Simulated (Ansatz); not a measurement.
# C₂H₁₁NSi₂: small, medium and large basis sets

One table from this session's results is given with a row withheld; the runs are named, their logs left out.

The runs use Ansatz 0.2.0, Gaussian basis; one geometry, several basis sets.

Plan: PBE0-D4/def2-SVP; ωB97M-V/def2-SVP; PBE0-D4/def2-QZVPP; ωB97M-V/def2-QZVPP; the functionals' def2-TZVPP values are taken from earlier runs.

## The relaxed structure

The geometry comes from an earlier relaxation with PBE0-D4 in a triple-zeta def2 set; it is a stationary point, not always the lowest conformer.

16 atoms, charge 0, spin multiplicity 1.

Atoms are counted from 1 here; the program's logs count them from 0.

Bond lengths: C1–Si2 1.867 Å, C1–H6 1.094 Å, C1–H7 1.093 Å, C1–H8 1.092 Å, Si2–N3 1.730 Å, Si2–H9 1.493 Å, Si2–H10 1.486 Å, N3–C4 1.461 Å, N3–Si5 1.724 Å, C4–H11 1.094 Å, C4–H12 1.097 Å, C4–H13 1.095 Å, Si5–H14 1.492 Å, Si5–H15 1.491 Å, Si5–H16 1.483 Å. Angles: Si2–C1–H6 110.1°, Si2–C1–H7 111.7°, Si2–C1–H8 110.9°, H6–C1–H7 107.6°, H6–C1–H8 108.3°, H7–C1–H8 108.2°, C1–Si2–N3 112.3°, C1–Si2–H9 108.1°, C1–Si2–H10 110.4°, N3–Si2–H9 109.9°, N3–Si2–H10 107.2°, H9–Si2–H10 108.9°, Si2–N3–C4 117.4°, Si2–N3–Si5 125.6°, C4–N3–Si5 116.5°, N3–C4–H11 111.2°, N3–C4–H12 112.2°, N3–C4–H13 111.0° and more.

Geometry (Å):

```xyz
16
charge 0, multiplicity 1
C    -0.2150    0.5471   -2.2943
Si   -0.9256    0.6505   -0.5708
N     0.0607   -0.1621    0.5955
C     0.1643   -1.6158    0.4937
Si    0.7887    0.5670    1.9773
H    -0.8777    1.0481   -3.0054
H    -0.1020   -0.4891   -2.6226
H     0.7649    1.0277   -2.3408
H    -2.2896    0.0425   -0.5938
H    -1.0369    2.0682   -0.1397
H     0.0087   -1.9520   -0.5357
H    -0.5722   -2.1292    1.1233
H     1.1603   -1.9609    0.7912
H     0.1312    0.1521    3.2511
H     2.2145    0.1418    2.0725
H     0.7026    2.0416    1.8430
```

Set-up of the first run:

The input, in.yaml:

```yaml
crystal:
  periodic: [false, false, false]
  atoms:
    - {symbol: C, position_ang: [-0.214966, 0.547106, -2.294279]}
    - {symbol: Si, position_ang: [-0.925575, 0.650467, -0.570766]}
    - {symbol: N, position_ang: [0.060737, -0.162074, 0.595466]}
    - {symbol: C, position_ang: [0.164289, -1.615831, 0.493730]}
    - {symbol: Si, position_ang: [0.788728, 0.566957, 1.977259]}
    - {symbol: H, position_ang: [-0.877683, 1.048129, -3.005438]}
    - {symbol: H, position_ang: [-0.101997, -0.489115, -2.622637]}
    - {symbol: H, position_ang: [0.764915, 1.027731, -2.340761]}
    - {symbol: H, position_ang: [-2.289550, 0.042536, -0.593757]}
    - {symbol: H, position_ang: [-1.036872, 2.068220, -0.139697]}
    - {symbol: H, position_ang: [0.008734, -1.952046, -0.535706]}
    - {symbol: H, position_ang: [-0.572222, -2.129194, 1.123283]}
    - {symbol: H, position_ang: [1.160266, -1.960885, 0.791162]}
    - {symbol: H, position_ang: [0.131183, 0.152058, 3.251065]}
    - {symbol: H, position_ang: [2.214499, 0.141766, 2.072502]}
    - {symbol: H, position_ang: [0.702612, 2.041574, 1.842974]}
basis:
  gaussian: {orbitals: def2-SVP}
hamiltonian: {xc: pbe0, dispersion: d4}
output: {orbitals: {seedname: orbitals}}
```

The run is started by

```
ansatz run in.yaml --threads 2 --pin off --events-out ev --progress --plain --max-ram 32768MiB --backend cpu
```

Among the steps run: PBE0-D4 in def2-SVP; ωB97M-V in def2-SVP; PBE0-D4 in def2-QZVPP; ωB97M-V in def2-QZVPP.

One table of the session follows, with a row left open; its other results are not shown here.

It belongs to the step «Density functionals: the series». 

```
functional       basis  HOMO (eV)  LUMO (eV)
   PBE0-D4    def2-SVP      -6.82       0.83
   PBE0-D4  def2-TZVPP          ?          ?
   PBE0-D4  def2-QZVPP      -6.94       0.24
   ωB97M-V    def2-SVP      -9.08       2.67
   ωB97M-V  def2-TZVPP      -9.21       2.04
   ωB97M-V  def2-QZVPP      -9.22       1.56
```

**Question.** Estimate the row for PBE0-D4, def2-TZVPP.

**Answer.** HOMO (eV): -6.92; LUMO (eV): 0.40. In the column «HOMO (eV)» it lies between PBE0-D4, def2-QZVPP (-6.94) and PBE0-D4, def2-SVP (-6.82).
